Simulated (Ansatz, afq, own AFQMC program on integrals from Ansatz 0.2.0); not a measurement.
**GaBP (doublet): quantum Monte Carlo beside coupled cluster, cc-pVDZ**

Aim: compute GaBP (doublet) with auxiliary-field quantum Monte Carlo on the same integrals as coupled cluster, and set the energies side by side.

Program: Ansatz 0.2.0, Gaussian basis, and an in-house AFQMC program (afq) on its integrals; all values are calculated. Level of theory: cc-pVDZ, frozen cores. These are calculated values, not measurements.

Plan: PBE (unrestricted); r2SCAN (unrestricted); PBE0 (unrestricted); B3LYP (unrestricted); wB97M-V (unrestricted); B2PLYP (unrestricted); CCSD(T) on UHF; CCSDT(Q) on UHF; CCSD(T) on UHF; CCSD(T) on UHF; MP2 on UHF; Phaseless AFQMC, CISD trial on UHF; Phaseless AFQMC, single-determinant trial on UHF; CCSD(T) on ROHF; CCSDT(Q) on ROHF; Phaseless AFQMC, CISD trial on ROHF; Phaseless AFQMC, single-determinant trial on ROHF; Free-projection AFQMC, CISD trial on ROHF.

2 further runs of the same task are left out: 2 that didn't finish.

**1. What is computed**

The geometry is a PBE0/def2-TZVP stationary point (not a proven minimum). No spin-orbit coupling is included. The filled d shell of Ga may be among the frozen orbitals whatever the setting's name suggests; the logs give the count.

3 atoms, charge 0, spin multiplicity 2.

Atoms are counted from 1 here; the program's logs count them from 0.

Bond lengths: Ga1–B2 2.071 Å, Ga1–P3 2.623 Å, B2–P3 1.698 Å. Angles: B2–Ga1–P3 40.3°, Ga1–B2–P3 87.6°, Ga1–P3–B2 52.1°.

**2. PBE (unrestricted)**

in.yaml

```yaml
crystal:
  periodic: [false, false, false]
  atoms:
    - {symbol: Ga, position_ang: [0.000000, -0.069543, 0.888688]}
    - {symbol: B, position_ang: [0.000000, 1.159402, -0.778760]}
    - {symbol: P, position_ang: [0.000000, -0.248130, -1.728650]}
basis:
  gaussian: {orbitals: cc-pVDZ}
magnetization: {spin_polarized: true, initial_magnetization: 1}
hamiltonian: {xc: {name: PBE}}
output: {orbitals: {seedname: orbitals}}
```

Run with:

```bash
ansatz run in.yaml --threads 1 --pin off --events-out ev --progress --plain --max-ram 1843MiB
```

What it wrote:

```text
Functional definition: PBE
  name "PBE"
  cite "Perdew, Burke & Ernzerhof, Phys. Rev. Lett. 77, 3865 (1996) doi:10.1103/PhysRevLett.77.3865"
  parent pbe
  parameter kappa = 0.804
  parameter beta = 0.06672455060314922
  exchange = pbe_x(kappa = kappa, mu = beta*pi^2/3)
  correlation = pbe_c(beta = beta)
649 factors; integrals over basis functions are off by at most 8.0e-4 eV
mean field evaluation 1: about -62319.2785 eV, gradient 3.1e1 eV
mean field evaluation 2: about -62263.8366 eV, gradient 7.6e1 eV
mean field evaluation 4: about -62321.2767 eV, gradient 2.5e1 eV
mean field evaluation 8: about -62326.5401 eV, gradient 2.9e-1 eV
mean field evaluation 16: about -62326.5413 eV, gradient 2.1e-3 eV
mean field evaluation 32: about -62325.7670 eV, gradient 1.4e0 eV
mean field -62326.54128776 eV, -2290.4581458782 hartree, gradient 4.3e-5 eV, S^2 0.768146; 6 other end points of the search recorded, 0 dependent functions left out
reference -62326.54131731 eV, -2290.4581469639 hartree; 26, 25 occupied and 33, 34 virtual orbitals, 649 factors
Total energy: -62326.54131731 eV, -2290.4581469639 hartree
```

Wall time 6 s (1 thread of Arm Neoverse V2, shared host).

From the report: ⟨S²⟩ of the determinant 0.768 (pure doublet: 0.75).

**3. r2SCAN (unrestricted)**

in.yaml: that of step 2 with these lines changed.

```diff
@@ -9,3 +9,2 @@
 magnetization: {spin_polarized: true, initial_magnetization: 1}
-hamiltonian: {xc: {name: PBE}}
-output: {orbitals: {seedname: orbitals}}
+hamiltonian: {xc: {name: r2SCAN}}
```

The command is unchanged.

What it wrote, cut to the lines that bear on the results:

```text
Functional definition: r2SCAN
  name "r2SCAN"
  cite "Furness, Kaplan, Ning, Perdew & Sun, J. Phys. Chem. Lett. 11, 8208 (2020) doi:10.1021/acs.jpclett.0c02405"
  cite "Furness, Kaplan, Ning, Perdew & Sun, J. Phys. Chem. Lett. 11, 9248 (2020) doi:10.1021/acs.jpclett.0c03077"
  parent r2scan
[...]
649 factors; integrals over basis functions are off by at most 8.0e-4 eV
[...]
mean field -62338.15594501 eV, -2290.8849766595 hartree, gradient 3.0e-5 eV, S^2 0.825930; 3 other end points of the search recorded, 0 dependent functions left out
reference -62338.15595580 eV, -2290.8849770559 hartree; 26, 25 occupied and 33, 34 virtual orbitals, 649 factors
Total energy: -62338.15595580 eV, -2290.8849770559 hartree
```

Wall time 10 s (1 thread of Arm Neoverse V2, shared host).

From the report: ⟨S²⟩ of the determinant 0.826 (pure doublet: 0.75).

**4. PBE0 (unrestricted)**

in.yaml: that of step 3 with these lines changed.

```diff
@@ -9,2 +9,3 @@
 magnetization: {spin_polarized: true, initial_magnetization: 1}
-hamiltonian: {xc: {name: r2SCAN}}
+hamiltonian: {xc: {name: PBE0}}
+output: {orbitals: {seedname: orbitals}}
```

The command is unchanged.

What it wrote, cut to the lines that bear on the results:

```text
Functional definition: PBE0
  name "PBE0"
  cite "Adamo & Barone, J. Chem. Phys. 110, 6158 (1999) doi:10.1063/1.478522"
  cite "Perdew, Burke & Ernzerhof, Phys. Rev. Lett. 77, 3865 (1996) doi:10.1103/PhysRevLett.77.3865"
  parent pbe
[...]
649 factors; integrals over basis functions are off by at most 8.0e-4 eV
[...]
mean field -62328.26782912 eV, -2290.5215951027 hartree, gradient 4.2e-5 eV, S^2 0.801287; 4 other end points of the search recorded, 0 dependent functions left out
reference -62328.26785123 eV, -2290.5215959153 hartree; 26, 25 occupied and 33, 34 virtual orbitals, 649 factors
Total energy: -62328.26785123 eV, -2290.5215959153 hartree
```

It took 3.9 s on 1 thread of Arm Neoverse V2, shared host.

From the report: ⟨S²⟩ of the determinant 0.801 (pure doublet: 0.75).

**5. B3LYP (unrestricted)**

in.yaml: that of step 4 with these lines changed.

```diff
@@ -9,3 +9,2 @@
 magnetization: {spin_polarized: true, initial_magnetization: 1}
-hamiltonian: {xc: {name: PBE0}}
-output: {orbitals: {seedname: orbitals}}
+hamiltonian: {xc: {name: B3LYP}}
```

The command is unchanged.

What it wrote, cut to the lines that bear on the results:

```text
Functional definition: B3LYP
  name "B3LYP"
  cite "Stephens, Devlin, Chabalowski & Frisch, J. Phys. Chem. 98, 11623 (1994) doi:10.1021/j100096a001"
  cite "Becke, Phys. Rev. A 38, 3098 (1988) doi:10.1103/PhysRevA.38.3098"
  cite "Lee, Yang & Parr, Phys. Rev. B 37, 785 (1988) doi:10.1103/PhysRevB.37.785"
  cite "Vosko, Wilk & Nusair, Can. J. Phys. 58, 1200 (1980) doi:10.1139/p80-159"
[...]
649 factors; integrals over basis functions are off by at most 8.0e-4 eV
[...]
mean field -62341.50333299 eV, -2291.0079908988 hartree, gradient 1.9e-5 eV, S^2 0.776636; 4 other end points of the search recorded, 0 dependent functions left out
reference -62341.50352963 eV, -2291.0079981251 hartree; 26, 25 occupied and 33, 34 virtual orbitals, 649 factors
Total energy: -62341.50352963 eV, -2291.0079981251 hartree
```

Wall time 4 s (1 thread of Arm Neoverse V2, shared host).

From the report: ⟨S²⟩ of the determinant 0.777 (pure doublet: 0.75).

**6. wB97M-V (unrestricted)**

in.yaml: that of step 5 with these lines changed.

```diff
@@ -9,2 +9,3 @@
 magnetization: {spin_polarized: true, initial_magnetization: 1}
-hamiltonian: {xc: {name: B3LYP}}
+hamiltonian: {xc: {name: wB97M-V}}
+output: {orbitals: {seedname: orbitals}}
```

The command is unchanged.

What it wrote, cut to the lines that bear on the results:

```text
Functional definition: wB97M-V
  name "wB97M-V"
  cite "Mardirossian & Head-Gordon, J. Chem. Phys. 144, 214110 (2016) doi:10.1063/1.4952647"
  cite "Becke, J. Chem. Phys. 107, 8554 (1997) doi:10.1063/1.475007"
  cite "Vydrov & Van Voorhis, J. Chem. Phys. 133, 244103 (2010) doi:10.1063/1.3521275"
  # Of w^i u^j: cxij and so on, Table III.
[...]
  gx(w, u) = 1 - cx + cx01*u + cx10*w
  gss(w, u) = css00 + css04*u^4 + css10*w + css20*w^2 + css43*w^4*u^3
  gos(w, u) = cos00 + cos10*w + (cos20 + cos21*u)*w^2 + (cos60 + cos61*u)*w^6
[...]
      + integral(e_c_pw_mod_opposite_spin*gos(b97_w_opposite, b97_u_opposite)) + vv10(b, c)
649 factors; integrals over basis functions are off by at most 8.0e-4 eV
179 factors; integrals over basis functions are off by at most 5.7e-6 eV
[...]
mean field -62336.00357547 eV, -2290.8058785378 hartree, gradient 2.0e-5 eV, S^2 0.785515; 3 other end points of the search recorded, 0 dependent functions left out
reference -62336.00360851 eV, -2290.8058797519 hartree; 26, 25 occupied and 33, 34 virtual orbitals, 649 factors
Total energy: -62336.00360851 eV, -2290.8058797519 hartree
```

It took 18 s on 1 thread of Arm Neoverse V2, shared host; peak memory 0.25 GiB.

From the report: ⟨S²⟩ of the determinant 0.786 (pure doublet: 0.75).

**7. B2PLYP (unrestricted)**

in.yaml: that of step 6 with these lines changed.

```diff
@@ -9,3 +9,3 @@
 magnetization: {spin_polarized: true, initial_magnetization: 1}
-hamiltonian: {xc: {name: wB97M-V}}
-output: {orbitals: {seedname: orbitals}}
+hamiltonian: {xc: {name: B2PLYP}}
+correlation: {electrons: outside_noble_gas}
```

The command is unchanged.

What it wrote, cut to the lines that bear on the results:

```text
Functional definition: B2PLYP
  name "B2PLYP"
  cite "Grimme, J. Chem. Phys. 124, 034108 (2006) doi:10.1063/1.2148954"
  cite "Becke, Phys. Rev. A 38, 3098 (1988) doi:10.1103/PhysRevA.38.3098"
  cite "Lee, Yang & Parr, Phys. Rev. B 37, 785 (1988) doi:10.1103/PhysRevB.37.785"
[...]
649 factors; integrals over basis functions are off by at most 8.0e-4 eV
[...]
mean field -62321.71237101 eV, -2290.2806864608 hartree, gradient 8.2e-6 eV, S^2 0.874237; 6 other end points of the search recorded, 0 dependent functions left out
20 core orbitals not correlated: weight in the atoms' cores, before any rotation towards them, 0.997 or more for the frozen orbitals, at most 0.003 for the correlated occupied ones
reference -62321.71249486 eV, -2290.2806910123 hartree; 6, 5 occupied and 33, 34 virtual orbitals, 649 factors
second order -8.36754907 eV of doubles, -0.00000000 eV of singles
Total energy: -62323.97173311 eV, -2290.3637164865 hartree
```

It took 7 s on 1 thread of Arm Neoverse V2, shared host.

From the report: ⟨S²⟩ of the determinant 0.874 (pure doublet: 0.75).

**8. CCSD(T) on UHF**

in.yaml: that of step 7 with these lines changed.

```diff
@@ -9,3 +9,2 @@
 magnetization: {spin_polarized: true, initial_magnetization: 1}
-hamiltonian: {xc: {name: B2PLYP}}
-correlation: {electrons: outside_noble_gas}
+correlation: {method: ccsd_t, electrons: outside_noble_gas, hamiltonian_folder: ham}
```

The command is unchanged.

What it wrote, cut to the lines that bear on the results:

```text
Functional definition: HF
  name "HF"
  cite "Fock, Z. Phys. 61, 126 (1930) doi:10.1007/BF01340294"
  parent pbe
[...]
649 factors; integrals over basis functions are off by at most 8.0e-4 eV
[...]
mean field -62274.93250981 eV, -2288.5615582702 hartree, gradient 2.8e-6 eV, S^2 1.456133; 17 other end points of the search recorded, 0 dependent functions left out
determinant -62274.93250981 eV, -2288.5615582702 hartree, with singles and doubles -62281.60827337 eV, -2288.8068880559 hartree
determinant -62274.58376643 eV, -2288.5487421874 hartree, with singles and doubles -62281.47135473 eV, -2288.8018563888 hartree
determinant -62274.08354858 eV, -2288.5303595204 hartree, with singles and doubles -62280.72457870 eV, -2288.7744128759 hartree
determinant -62273.69327729 eV, -2288.5160173151 hartree, with singles and doubles -62280.28232412 eV, -2288.7581603199 hartree
[...]
determinant -62274.93250981 eV, -2288.5615582702 hartree, with singles and doubles -62281.63341044 eV, -2288.8078118263 hartree
determinant -62274.58376643 eV, -2288.5487421874 hartree, with singles and doubles -62281.56163091 eV, -2288.8051739773 hartree
determinant -62274.53139949 eV, -2288.5468177379 hartree, with singles and doubles -62281.60782970 eV, -2288.8068717515 hartree
determinant -62274.53139949 eV, -2288.5468177379 hartree, with singles and doubles -62281.63336868 eV, -2288.8078102915 hartree
20 core orbitals not correlated: weight in the atoms' cores, before any rotation towards them, 0.998 or more for the frozen orbitals, at most 0.002 for the correlated occupied ones
reference -62274.93250981 eV, -2288.5615582702 hartree; 6, 5 occupied and 33, 34 virtual orbitals, 649 factors
second order -5.47278255 eV of doubles, -0.00000000 eV of singles
cycle   1  -6.70090058 eV  change    4.7e-8 eV  update   3.0e-6
perturbative correction -0.44391991 eV, -0.0163137557 hartree
Total energy: -62282.07733030 eV, -2288.8241255803 hartree
```

Run time: 29 s. Hardware: 1 thread of Arm Neoverse V2, shared host.

From the report: ⟨S²⟩ of the determinant 1.456 (pure doublet: 0.75); correlation -7.1448 eV; T1 0.088; largest double amplitude 0.08. The determinant is far from a pure spin state, so its energy mixes those of several spin states (harmless only where they are near-degenerate, as at dissociation).

This run also writes the integrals to the folder ham.

**9. CCSDT(Q) on UHF**

in.yaml: that of step 8 with these lines changed.

```diff
@@ -9,2 +9,2 @@
 magnetization: {spin_polarized: true, initial_magnetization: 1}
-correlation: {method: ccsd_t, electrons: outside_noble_gas, hamiltonian_folder: ham}
+correlation: {method: ccsdt_q, electrons: outside_noble_gas}
```

Same command.

What it wrote, cut to the lines that bear on the results:

```text
Functional definition: HF
  name "HF"
  cite "Fock, Z. Phys. 61, 126 (1930) doi:10.1007/BF01340294"
  parent pbe
[...]
1158 factors; integrals over basis functions are off by at most 2.0e-7 eV
[...]
mean field -62274.93261345 eV, -2288.5615620790 hartree, gradient 2.0e-6 eV, S^2 1.456135; 17 other end points of the search recorded, 0 dependent functions left out
determinant -62274.93261345 eV, -2288.5615620790 hartree, with singles and doubles -62281.60838007 eV, -2288.8068919770 hartree
determinant -62274.58386801 eV, -2288.5487459204 hartree, with singles and doubles -62281.47146377 eV, -2288.8018603961 hartree
determinant -62274.08364752 eV, -2288.5303631564 hartree, with singles and doubles -62280.72468338 eV, -2288.7744167230 hartree
determinant -62273.69337599 eV, -2288.5160209422 hartree, with singles and doubles -62280.28243049 eV, -2288.7581642290 hartree
[...]
determinant -62274.58386801 eV, -2288.5487459204 hartree, with singles and doubles -62281.56173808 eV, -2288.8051779158 hartree
determinant -62274.53150300 eV, -2288.5468215417 hartree, with singles and doubles -62281.60793676 eV, -2288.8068756859 hartree
determinant -62274.53150300 eV, -2288.5468215417 hartree, with singles and doubles -62281.63347486 eV, -2288.8078141936 hartree
20 core orbitals not correlated: weight in the atoms' cores, before any rotation towards them, 0.998 or more for the frozen orbitals, at most 0.002 for the correlated occupied ones
reference -62274.93261345 eV, -2288.5615620790 hartree; 6, 5 occupied and 33, 34 virtual orbitals, 1158 factors
second order -5.47278869 eV of doubles, -0.00000000 eV of singles
cycle   1  -5.93115415 eV  change   -4.6e-1 eV  update   1.3e-1
[...]
cycle  29  -7.24516858 eV  change    2.2e-7 eV  update   8.8e-7
perturbative correction -0.06120979 eV, -0.0022494184 hartree
Total energy: -62282.23899183 eV, -2288.8300665319 hartree
```

Wall time 71 s (1 thread of Arm Neoverse V2, shared host); peak memory 0.41 GiB.

From the report: ⟨S²⟩ of the determinant 1.456 (pure doublet: 0.75); correlation -7.3064 eV; T1 0.104; largest double amplitude 0.09. The determinant is far from a pure spin state, so its energy mixes those of several spin states (harmless only where they are near-degenerate, as at dissociation).

**10. CCSD(T) on UHF**

in.yaml: that of step 9 with these lines changed.

```diff
@@ -7,4 +7,4 @@
 basis:
-  gaussian: {orbitals: cc-pVDZ}
+  gaussian: {orbitals: def2-TZVPP}
 magnetization: {spin_polarized: true, initial_magnetization: 1}
-correlation: {method: ccsdt_q, electrons: outside_noble_gas}
+correlation: {method: ccsd_t, electrons: outside_noble_gas}
```

Launched as before.

What it wrote, cut to the lines that bear on the results:

```text
Functional definition: HF
  name "HF"
  cite "Fock, Z. Phys. 61, 126 (1930) doi:10.1007/BF01340294"
  parent pbe
[...]
768 factors; integrals over basis functions are off by at most 9.1e-4 eV
[...]
mean field -62276.14987526 eV, -2288.6062956254 hartree, gradient 1.6e-6 eV, S^2 1.486975; 17 other end points of the search recorded, 0 dependent functions left out
determinant -62276.14987526 eV, -2288.6062956254 hartree, with singles and doubles -62284.07465116 eV, -2288.8975257680 hartree
determinant -62275.80761144 eV, -2288.5937176620 hartree, with singles and doubles -62283.99138127 eV, -2288.8944656560 hartree
determinant -62275.30269938 eV, -2288.5751624861 hartree, with singles and doubles -62283.27825211 eV, -2288.8682586427 hartree
determinant -62274.92131138 eV, -2288.5611467356 hartree, with singles and doubles -62282.82945072 eV, -2288.8517654957 hartree
[...]
determinant -62273.18533112 eV, -2288.4973506377 hartree, with singles and doubles -62281.52880355 eV, -2288.8039675941 hartree
determinant -62276.14987526 eV, -2288.6062956254 hartree, with singles and doubles -62284.05455447 eV, -2288.8967872282 hartree
determinant -62275.80761144 eV, -2288.5937176620 hartree, with singles and doubles -62283.98953076 eV, -2288.8943976508 hartree
determinant -62275.74447587 eV, -2288.5913974724 hartree, with singles and doubles -62284.14583564 eV, -2288.9001417493 hartree
20 core orbitals not correlated: weight in the atoms' cores, before any rotation towards them, 0.998 or more for the frozen orbitals, at most 0.002 for the correlated occupied ones
reference -62276.14987526 eV, -2288.6062956254 hartree; 6, 5 occupied and 95, 96 virtual orbitals, 768 factors
second order -6.70677162 eV of doubles, -0.00000000 eV of singles
cycle   1  -7.90467797 eV  change    1.2e-6 eV  update   4.4e-6
perturbative correction -0.61987445 eV, -0.0227799660 hartree
Total energy: -62284.67442768 eV, -2288.9195671488 hartree
```

Wall time 1.8 min (1 thread of Arm Neoverse V2, shared host); peak memory 0.78 GiB.

From the report: ⟨S²⟩ of the determinant 1.487 (pure doublet: 0.75); correlation -8.5246 eV; T1 0.089; largest double amplitude 0.06. The determinant is far from a pure spin state, so its energy mixes those of several spin states (harmless only where they are near-degenerate, as at dissociation).

**11. CCSD(T) on UHF**

in.yaml: that of step 10 with these lines changed.

```diff
@@ -7,3 +7,3 @@
 basis:
-  gaussian: {orbitals: def2-TZVPP}
+  gaussian: {orbitals: "def2-QZVPP.json"}
 magnetization: {spin_polarized: true, initial_magnetization: 1}
```

Same command.

What it wrote:

```text
Functional definition: HF
  name "HF"
  cite "Fock, Z. Phys. 61, 126 (1930) doi:10.1007/BF01340294"
  parent pbe
  exchange = exact_x
  correlation = 0
Error: with its integrals the run needs 1.92 GiB of memory, and 1.79 GiB are given
refused for memory
```

It took 0.6 s on 1 thread of Arm Neoverse V2, shared host.

The run was refused for memory; it gives no energy for the table.

**12. MP2 on UHF**

in.yaml: that of step 11 with these lines changed.

```diff
@@ -9,2 +9,2 @@
 magnetization: {spin_polarized: true, initial_magnetization: 1}
-correlation: {method: ccsd_t, electrons: outside_noble_gas}
+correlation: {method: mp2, electrons: outside_noble_gas}
```

Same command.

What it wrote, cut to the lines that bear on the results:

```text
Functional definition: HF
  name "HF"
  cite "Fock, Z. Phys. 61, 126 (1930) doi:10.1007/BF01340294"
  parent pbe
[...]
1374 factors; integrals over basis functions are off by at most 7.7e-4 eV
[...]
mean field -62277.50652650 eV, -2288.6561516390 hartree, gradient 2.1e-6 eV, S^2 1.491982; 7 other end points of the search recorded, 0 dependent functions left out
20 core orbitals not correlated: weight in the atoms' cores, before any rotation towards them, 0.998 or more for the frozen orbitals, at most 0.003 for the correlated occupied ones
reference -62277.50652650 eV, -2288.6561516390 hartree; 6, 5 occupied and 190, 191 virtual orbitals, 1374 factors
second order -7.17607568 eV of doubles, -0.00000000 eV of singles
Total energy: -62284.68260219 eV, -2288.9198675563 hartree
```

Wall time 58 s (1 thread of Arm Neoverse V2, shared host); peak memory 0.61 GiB.

From the report: ⟨S²⟩ of the determinant 1.492 (pure doublet: 0.75). The determinant is far from a pure spin state, so its energy mixes those of several spin states (harmless only where they are near-degenerate, as at dissociation).

[end of part 1 of 2]
